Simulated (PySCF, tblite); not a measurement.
# C₆H₉FSi: geometry, infrared bands and NMR shifts

What infrared bands and NMR shifts should C₆H₉FSi (`C#C[C@@H]1C[SiH2][C@@H](F)C1`) show?

The runs use tblite 0.8.0 and PySCF 2.14.0, with density-fitted response routines of our own; the level of theory stands in each step. All values are computed, except where a source is named. Atoms are numbered from 0 throughout.

**1. The molecule as given**

17 atoms, charge 0, multiplicity 1; geometry from: force field or distance geometry start.

Bonds of the start (Å): C0–C1 1.21, C1–C2 1.44, C2–C3 1.54, C3–Si4 1.90, Si4–C5 1.88, C5–F6 1.37, C5–C7 1.52, C7–C2 1.51, C0–H8 1.07, C2–H9 1.12, C3–H10 1.08, C3–H11 1.12, Si4–H12 1.47, Si4–H13 1.45, C5–H14 1.11, C7–H15 1.10, C7–H16 1.12.

**2. Geometry optimisation with GFN2-xTB**

Job settings and geometry (Å):

```
{"job": {"kind": "relax", "xc": "GFN2-xTB", "basis": "xTB"}, "charge": 0, "multiplicity": 1}
C      0.557000    -2.400500    -1.898400
C      0.191300    -1.513900    -1.153100
C     -0.195600    -0.482900    -0.227100
C      0.421500     0.872600    -0.637400
Si    -0.252200     1.824400     0.867100
C     -0.600900     0.320600     1.934100
F     -1.899500    -0.104500     1.815700
C      0.251900    -0.701800     1.194700
H      0.883200    -3.179800    -2.558400
H     -1.298700    -0.282100    -0.217100
H      0.034600     1.257900    -1.568800
H      1.534900     0.790500    -0.584300
H     -1.502100     2.473800     0.443400
H      0.742600     2.716900     1.424500
H     -0.266500     0.485100     2.977000
H      0.085900    -1.721600     1.565400
H      1.305600    -0.342600     1.262200
```

Launch:

```bash
$ OMP_NUM_THREADS=1 python probes_run.py task.json out
```

The driver reads the jobs from task.json and runs them one after another.

Output:

```text
step      E/eV     max force
  0    -647.58417    2.069
  1    -647.70657    4.096
  2    -647.80212    2.691
  3    -647.90853    0.686
  4    -647.98067    0.637
  5    -648.02130    0.767
  6    -648.04472    0.377
  7    -648.06288    0.372
  8    -648.08026    0.413
  9    -648.09807    0.385
 10    -648.11654    0.376
 11    -648.13497    0.290
 12    -648.15048    0.351
 13    -648.16145    0.345
 14    -648.16926    0.232
 15    -648.17532    0.149
 16    -648.18081    0.199
 17    -648.18635    0.249
 18    -648.19096    0.205
 19    -648.19403    0.128
 20    -648.19633    0.138
 21    -648.19899    0.125
 22    -648.20264    0.167
 23    -648.20697    0.155
 24    -648.21100    0.133
 25    -648.21423    0.137
 26    -648.21725    0.136
 27    -648.22072    0.169
 28    -648.22416    0.154
 29    -648.22712    0.140
 30    -648.22998    0.156
 31    -648.23349    0.158
 32    -648.23755    0.160
 33    -648.24099    0.131
 34    -648.24313    0.089
 35    -648.24447    0.101
 36    -648.24587    0.109
 37    -648.24767    0.102
 38    -648.24945    0.087
 39    -648.25074    0.078
 40    -648.25145    0.055
 41    -648.25187    0.057
 42    -648.25224    0.047
 43    -648.25261    0.053
 44    -648.25299    0.042
 45    -648.25321    0.037
 46    -648.25341    0.025
 47    -648.25355    0.025
 48    -648.25367    0.025
 49    -648.25377    0.022
 50    -648.25387    0.025
 51    -648.25397    0.027
 52    -648.25406    0.021
 53    -648.25413    0.016
 54    -648.25420    0.019
 55    -648.25425    0.024
 56    -648.25431    0.020
 57    -648.25437    0.017
 58    -648.25442    0.015
 59    -648.25447    0.019
 60    -648.25453    0.022
 61    -648.25460    0.024
 62    -648.25468    0.025
 63    -648.25476    0.023
 64    -648.25484    0.026
 65    -648.25493    0.027
 66    -648.25505    0.033
 67    -648.25518    0.036
 68    -648.25533    0.031
 69    -648.25547    0.032
 70    -648.25560    0.031
 71    -648.25572    0.031
 72    -648.25582    0.024
 73    -648.25590    0.024
 74    -648.25597    0.033
 75    -648.25605    0.034
 76    -648.25613    0.029
 77    -648.25621    0.020
 78    -648.25625    0.020
 79    -648.25628    0.018
 80    -648.25630    0.012
 81    -648.25632    0.012
 82    -648.25634    0.008
```

It took 0.96 s on 1 thread of Arm Neoverse N1, shared host.

Along the way: (not every step is listed)

| step | energy from step 0 (eV) | largest force (eV/Å) |
| --- | --- | --- |
| 0 | 0.0000 | 2.0690 |
| 1 | -0.1224 | 4.0958 |
| 2 | -0.2179 | 2.6908 |
| 3 | -0.3244 | 0.6865 |
| 4 | -0.3965 | 0.6371 |
| 5 | -0.4371 | 0.7668 |
| 6 | -0.4606 | 0.3767 |
| 7 | -0.4787 | 0.3717 |
| 8 | -0.4961 | 0.4135 |
| 14 | -0.5851 | 0.2320 |
| 20 | -0.6122 | 0.1383 |
| 26 | -0.6331 | 0.1361 |
| 32 | -0.6534 | 0.1605 |
| 38 | -0.6653 | 0.0873 |
| 44 | -0.6688 | 0.0425 |
| 50 | -0.6697 | 0.0247 |
| 56 | -0.6701 | 0.0204 |
| 62 | -0.6705 | 0.0251 |
| 68 | -0.6712 | 0.0310 |
| 74 | -0.6718 | 0.0328 |
| 77 | -0.6720 | 0.0197 |
| 78 | -0.6721 | 0.0199 |
| 79 | -0.6721 | 0.0182 |
| 80 | -0.6721 | 0.0118 |
| 81 | -0.6721 | 0.0118 |
| 82 | -0.6722 | 0.0083 |

Close pairs (by a distance rule), those that changed most:

```csv
bond,before (Å),after (Å),change (Å)
Si4–C5,1.877,1.929,+0.052
C2–C7,1.507,1.536,+0.029
C3–H11,1.118,1.092,-0.026
C2–H9,1.121,1.096,-0.025
C7–H16,1.115,1.092,-0.023
C0–H8,1.072,1.049,-0.023
C5–F6,1.372,1.394,+0.023
C0–C1,1.215,1.197,-0.018
```

The end geometry stands in the next job.

**3. Harmonic vibrations with GFN2-xTB**

Job settings and geometry (Å):

```
{"job": {"kind": "ir", "xc": "GFN2-xTB", "basis": "xTB"}, "charge": 0, "multiplicity": 1}
C      0.885859    -2.347725    -1.859633
C      0.348316    -1.538356    -1.160491
C     -0.263434    -0.535269    -0.313795
C      0.231888     0.878603    -0.673748
Si    -0.196166     1.945484     0.844853
C     -0.478328     0.403965     1.969041
F     -1.845837     0.238575     2.186211
C      0.049605    -0.780967     1.169437
H      1.340697    -3.066051    -2.474132
H     -1.350672    -0.579824    -0.446563
H     -0.219195     1.213998    -1.606217
H      1.310420     0.846569    -0.840600
H     -1.440056     2.699459     0.722059
H      0.923536     2.752804     1.330304
H     -0.036705     0.437446     2.968929
H     -0.397789    -1.714837     1.515310
H      1.130863    -0.841845     1.308588
```

Output:

```text
mode    cm-1     km/mol
  1      84.3      0.64
  2      90.6      2.02
  3     130.1      0.13
  4     225.4      0.91
  5     245.8      5.52
  6     352.3     12.38
  7     380.9      2.99
  8     428.4      1.72
  9     460.9      5.77
 10     477.8     59.01
 11     524.6      5.87
 12     559.4     13.52
 13     640.2    141.41
 14     656.2     14.54
 15     663.0     10.50
 16     706.3     50.40
 17     750.3    213.16
 18     774.0     85.17
 19     784.2    111.27
 20     872.8     18.19
 21     900.7      2.36
 22    1001.3     39.08
 23    1021.9     13.31
 24    1054.2      3.94
 25    1087.9     23.60
 26    1119.9      1.79
 27    1165.3      2.29
 28    1193.7      8.64
 29    1215.0      4.87
 30    1269.2      0.90
 31    1289.7      3.69
 32    1297.1      7.50
 33    1330.1      1.13
 34    1467.2      2.49
 35    1476.9      3.86
 36    2272.7    322.93
 37    2288.6     13.68
 38    2307.7    286.12
 39    2920.9     20.38
 40    2935.6     45.96
 41    2975.5     12.36
 42    2982.8     66.89
 43    2990.3     26.07
 44    3011.8     24.12
 45    3394.9      2.45
```

It took 1 s on 1 thread of Arm Neoverse N1, shared host.

The strongest bands and the atoms that carry them (share of the mass-weighted mode):

| cm⁻¹ | km/mol | atoms |
| --- | --- | --- |
| 478 | 59.0 | H12 24 %, H13 23 %, Si4 12 %, C2 11 % |
| 640 | 141.4 | H12 42 %, H13 31 % |
| 750 | 213.2 | H12 47 %, H13 44 % |
| 774 | 85.2 | C3 39 %, H11 26 %, Si4 16 % |
| 784 | 111.3 | C3 32 %, H10 27 %, Si4 16 % |
| 2273 | 322.9 | H13 97 % |
| 2308 | 286.1 | H12 97 % |
| 2983 | 66.9 | H16 55 %, H15 25 % |

**4. Shielding tensors: PBE0/pcSseg-1**

The job, as its differences from that of step 3:

```diff
@@ -1,2 +1,2 @@
-{"job": {"kind": "ir", "xc": "GFN2-xTB", "basis": "xTB"}, "charge": 0, "multiplicity": 1}
+{"job": {"kind": "nmr", "xc": "PBE0", "basis": "pcSseg-1"}, "charge": 0, "multiplicity": 1}
 C      0.885859    -2.347725    -1.859633
```

Method: GIAO PBE0/pcSseg-1 NMR shielding, non-relativistic, gas phase.

Output:

```text
coarse grid: 14808 points
cycle   1  E = -622.6376126220  dE =  9.669e-01  |g| = 5.712e-01  |ddm| = 3.891e+00
cycle   2  E = -622.6161215136  dE =  2.149e-02  |g| = 7.091e-01  |ddm| = 1.175e+00
cycle   3  E = -622.7046524937  dE = -8.853e-02  |g| = 8.967e-02  |ddm| = 6.074e-01
cycle   4  E = -622.7059048645  dE = -1.252e-03  |g| = 3.100e-02  |ddm| = 8.736e-02
cycle   5  E = -622.7061022033  dE = -1.973e-04  |g| = 8.267e-03  |ddm| = 3.461e-02
cycle   6  E = -622.7061136672  dE = -1.146e-05  |g| = 4.559e-03  |ddm| = 9.095e-03
cycle   7  E = -622.7061182664  dE = -4.599e-06  |g| = 1.375e-03  |ddm| = 4.278e-03
final grid: 139128 points
cycle   8  E = -622.7624898693  dE = -3.896e-05  |g| = 9.352e-03  |ddm| = 4.371e-02
cycle   9  E = -622.7624578767  dE =  3.199e-05  |g| = 1.505e-02  |ddm| = 2.170e-02
cycle  10  E = -622.7625097629  dE = -5.189e-05  |g| = 2.647e-03  |ddm| = 1.351e-02
cycle  11  E = -622.7625114011  dE = -1.638e-06  |g| = 5.565e-04  |ddm| = 2.139e-03
cycle  12  E = -622.7625114663  dE = -6.520e-08  |g| = 1.662e-04  |ddm| = 5.394e-04
cycle  13  E = -622.7625114711  dE = -4.831e-09  |g| = 3.876e-05  |ddm| = 1.597e-04
cycle  14  E = -622.7625114714  dE = -2.738e-10  |g| = 1.110e-05  |ddm| = 4.855e-05
converged SCF energy = -622.7625114714

GIAO shielding tensors (ppm)
atom      isotropic    diamagn.    paramagn.     s11        s22        s33       span
  0 C      111.316     259.019    -147.704     42.202     45.200    246.545    204.343
  1 C       93.673     255.331    -161.659    -11.659     -6.830    299.508    311.167
  2 C      156.202     249.484     -93.283    130.696    163.174    174.735     44.039
  3 C      168.012     250.392     -82.380    145.909    161.248    196.880     50.970
  4 Si     375.301     878.873    -503.572    320.084    384.989    420.830    100.745
  5 C       94.457     246.641    -152.184     54.377     78.645    150.349     95.972
  6 F      408.504     473.844     -65.339    336.762    429.193    459.558    122.796
  7 C      137.979     248.313    -110.334    119.679    138.872    155.386     35.707
  8 H       30.117      34.544      -4.428     24.877     24.995     40.478     15.600
  9 H       28.861      29.733      -0.872     24.789     28.032     33.763      8.974
 10 H       30.120      29.761       0.360     25.542     27.830     36.989     11.446
 11 H       30.825      30.549       0.276     25.936     29.575     36.963     11.028
 12 H       27.385      27.846      -0.461     24.128     24.864     33.163      9.035
 13 H       27.366      27.931      -0.565     24.067     24.764     33.265      9.198
 14 H       26.410      28.464      -2.053     22.873     26.724     29.634      6.761
 15 H       29.028      29.435      -0.407     24.682     27.840     34.563      9.881
 16 H       30.328      30.987      -0.658     26.219     29.440     35.326      9.106
```

Run time: 71 s. Hardware: 1 thread of Arm Neoverse N1, shared host; peak memory 0.85 GiB.

Shifts follow as δ = σ(reference) − σ, with reference shieldings (ppm) from runs at the same level and on the same kind of geometry: 1H TMS 31.72, 13C TMS 186.9, 29Si TMS 349.2, 19F CFCl3 170.9. The references are single molecules in the gas phase, so shifts against H2O, NH3, PH3, H3PO4 or CFCl3 are not on the usual liquid scales and can be off by tens of ppm.

```csv
atoms,environment,σ (ppm),δ (ppm),δ scaled to CDCl3
C1,alkyne carbon,93.7,93.3,89.1
C5,sp3 CH bonded to F and Si,94.5,92.5,88.3
C0,terminal alkyne carbon,111.3,75.6,71.9
C7,sp3 CH2 in a ring,138.0,48.9,45.9
C2,propargylic sp3 CH,156.2,30.7,28.1
C3,sp3 CH2 bonded to Si,168.0,18.9,16.5
H14,hydrogen on an sp3 CH bonded to F and Si,26.41,5.31,5.11
H13,"hydrogen on a silicon bonded to 2 C, in a 5-membered ring",27.37,4.35,–
H12,"hydrogen on a silicon bonded to 2 C, in a 5-membered ring",27.39,4.33,–
H9,hydrogen on a propargylic sp3 CH,28.86,2.86,2.80
H15,hydrogen on an sp3 CH2 in a ring,29.03,2.69,2.64
H8,hydrogen on a terminal alkyne carbon,30.12,1.60,1.61
H10,hydrogen on an sp3 CH2 bonded to Si,30.12,1.60,1.61
H16,hydrogen on an sp3 CH2 in a ring,30.33,1.39,1.41
H11,hydrogen on an sp3 CH2 bonded to Si,30.82,0.89,0.95
Si4,"silicon bonded to 2 C, 2 H, in a 5-membered ring",375.3,-26.1,–
F6,fluorine on an sp3 carbon,408.5,-237.6,–
```

The scaled column applies a straight-line fit of computed shieldings to shifts measured in CDCl3, and one for carbons that bear F (root-mean-square error 0.16 ppm for H, 1.9 ppm for C).

Charges from the same density, by scheme (e):

```
atoms  Mulliken    IAO  Hirshfeld  ESP fit
   C0     -0.43  -0.26      -0.13    -0.35
   C1      0.35  -0.02      -0.04    -0.26
   C2     -0.31  -0.12      -0.01     0.47
   C3     -0.46  -0.53      -0.16    -0.39
  Si4      0.66   0.73       0.34     0.35
   C5     -0.07  -0.08      -0.02     0.04
   F6     -0.35  -0.34      -0.13    -0.25
   C7     -0.15  -0.27      -0.08    -0.33
```

Mayer bond orders: C0–C1 2.47, C1–C2 1.07, C2–C3 1.00, C3–Si4 0.92, Si4–C5 0.85, C5–F6 0.82, C5–C7 1.03, C7–C2 0.98.

Ring of atoms C2, C3, Si4, C5, C7: NICS(0) -4.3, NICS(1) -3.8, NICS(1)zz -1.8 ppm (means of both faces).

The fields below are evaluated on a grid from the run's orbitals.

Frontier orbitals at PBE0/pcSseg-1, with the share of their density that lies nearest to each atom:

| orbital | energy (eV) | lies on |
| --- | --- | --- |
| HOMO | -7.73 | C0 39 %; C1 31 %; C3 8 % |
| LUMO | 0.46 | Si4 20 %; H12, H13 about 18 % each; 4 C atoms about 6 % each |

ELF in a plane through or near 8 of the atoms.

Ten even steps from '0' (0.00) to '9' (1.00):
```
0000000000000000000000000000
0000000000000000000000000000
0000000000000000000000000000
0000000000000254000000000000
0000000000000899600000000000
0000000001201999700000000000
0000000015656698201431000000
0000000016229224015663100000
0000000015228357257876772000
0000000038983375742619998000
0000000123242264733748998000
0000000234418566257867883000
0000000341729255115663210000
0000000242068335101441000000
0000000022233575100000000000
0000000000000353100000000000
0000000000000010000000000000
0000000000000000000000000000
0000000000000000000000000000
0000000000000000000000000000
```
The map spans 13.8 Å across and 9.5 Å up, centred on the molecule. Atoms in the plane (x, y in Å): C0 (3.3, 0.0), C1 (2.1, 0.0), C3 (0.0, -1.3), Si4 (-1.8, -0.9), C5 (-1.5, 1.0), C7 (0.0, 1.2), H8 (4.3, 0.0), H15 (0.3, 2.1).

On the surface of density 0.002 e/bohr³ the electrostatic potential runs, from the 1st to the 99th percentile, from -1.08 V near F6 to 1.29 V near H8.

**5. What came out**

| quantity | value |
| --- | --- |
| strongest single infrared mode (GFN2-xTB) | 2273 cm⁻¹, 323 km/mol |
| zero-point energy (GFN2-xTB) | 79.7 kcal/mol |
| 13C shifts against TMS (PBE0/pcSseg-1) | 93.3, 92.5, 75.6, 48.9, 30.7, 18.9 ppm |
| 1H shifts against TMS (PBE0/pcSseg-1) | 5.31, 4.35, 4.33, 2.86, 2.69, 1.60, 1.60, 1.39, 0.89 ppm |
| 29Si shifts against TMS (PBE0/pcSseg-1) | -26.1 ppm |
| 19F shifts against CFCl3 (PBE0/pcSseg-1) | -237.6 ppm |
| surface potential, 1st and 99th percentile | -1.08 V and 1.29 V |

What this shows: Relaxing lowered the energy by 0.672 eV in 82 steps; the close pair that moved most is Si4–C5, from 1.877 to 1.929 Å. All 45 modes are real, so the xTB geometry is a minimum. The strongest single mode, at 2273 cm⁻¹, moves mainly H13. GFN2-xTB is a fitted tight-binding method: band positions and strengths are rough. Its intensities can rank the bands wrongly. H14 (hydrogen on an sp3 CH bonded to F and Si) lies farthest downfield among hydrogen, at 5.31 ppm; its carbon carries F, hence the downfield position. At PBE0/pcSseg-1: The widest tensor belongs to C1: span 311 ppm, with a paramagnetic part of -162 ppm.
